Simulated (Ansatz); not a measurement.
**AlGaH (quartet): from Hartree-Fock to the top rungs at distance Ga2–H3 = 1.559 Å, 6-31G**

Aim: climb from Hartree-Fock through coupled cluster and multireference methods for AlGaH (quartet) at one geometry and basis, and see what each rung misses.

The runs use Ansatz 0.2.0, Gaussian basis; 6-31G, core rule «outside noble gas», up to 19 orbitals frozen.

Plan: UHF; CCSD(T) on ROHF; CCSD(T) on UHF; BCCD(T) on ROHF; CISD; CCSDT(Q) on ROHF; CCSDT(Q) on UHF; CASSCF and MRCISD+Q, 5 electrons in 5 orbitals; CASSCF and NEVPT2, 5 electrons in 5 orbitals; CASSCF and MRCISD+Q, 7 electrons in 9 orbitals; CASSCF and NEVPT2, 7 electrons in 9 orbitals; Full CI.

23 further runs of the same task are left out: 2 for a known fault of the program, 17 that didn't finish, 4 set aside as unsound or not needed.

### Step 1. The system

The geometry derives from a PBE0/def2-TZVP stationary point (not a proven minimum). One bond is set to the value named and the two fragments are kept rigid. No spin-orbit coupling is included. The filled d shell of Ga may be among the frozen orbitals whatever the setting's name suggests; the logs give the count.

3 atoms, charge 0, spin multiplicity 4.

Atoms are counted from 1 here; the program's logs count them from 0.

Bond lengths: Al1–Ga2 2.308 Å, Ga2–H3 1.559 Å. Angles: Al1–Ga2–H3 180.0°.

### Step 2. UHF

Contents of in.yaml:

```yaml
crystal:
  periodic: [false, false, false]
  atoms:
    - {symbol: Al, position_ang: [0.000000, 0.000000, 2.058500]}
    - {symbol: Ga, position_ang: [0.000000, 0.000000, -0.249900]}
    - {symbol: H, position_ang: [0.000000, 0.000000, -1.808600]}
basis:
  gaussian: {orbitals: 6-31G}
magnetization: {spin_polarized: true, initial_magnetization: 3}
hamiltonian: {xc: hf}
output: {orbitals: {seedname: orbitals}}
```

Command:

```console
$ ansatz run in.yaml --threads 1 --pin off --events-out ev --progress --plain --max-ram 2393MiB
```

After this run come: CCSD(T) on ROHF; CCSD(T) on UHF; BCCD(T) on ROHF; CISD; CCSDT(Q) on ROHF; CCSDT(Q) on UHF; CASSCF and MRCISD+Q, 5 electrons in 5 orbitals; CASSCF and NEVPT2, 5 electrons in 5 orbitals; CASSCF and MRCISD+Q, 7 electrons in 9 orbitals; CASSCF and NEVPT2, 7 electrons in 9 orbitals; Full CI.

Q: Predict the results of all the runs planned. Wanted: FCI below the RHF energy; RMP2 from FCI; UMP2 from FCI; RCCSD from FCI; RCCSD(T) from FCI; UCCSD(T) from FCI; RCCSDT(Q) from FCI; UCCSDT(Q) from FCI; NEVPT2 pair from FCI.

**Answer**, as computed:

| quantity | value |
| --- | --- |
| FCI below the RHF energy | -1.9435 eV |
| RMP2 from FCI | +629.1 meV |
| UMP2 from FCI | +620.6 meV |
| RCCSD from FCI | +77.7 meV |
| RCCSD(T) from FCI | +26.9 meV |
| UCCSD(T) from FCI | +25.2 meV |
| RCCSDT(Q) from FCI | +2.1 meV |
| UCCSDT(Q) from FCI | +0.6 meV |
| NEVPT2 pair from FCI | +579.7 meV |
| MRCISD+Q pair from FCI | +19.1 meV |
| NEVPT2 valence from FCI | +149.6 meV |
| levels within 1 kcal/mol (43 meV) | RCCSD(T), UCCSD(T), BCCD(T), RCCSDT, UCCSDT, RCCSDT(Q), UCCSDT(Q), MRCISD+Q pair, MRCISD valence, MRCISD+Q valence |
| T1 diagnostic | 0.038 |
| effectively unpaired electrons | 3.04 |

RCCSD(T) misses by +26.9 meV, 1.4 % of the correlation energy. One determinant dominates. Of the multireference levels listed MRCISD+Q valence comes nearest in total energy (+2.2 meV), which doesn't show that its space is the better one. These misses are within one basis, not against nature; the frozen cores of restricted and unrestricted runs differ, which can shift their rows.
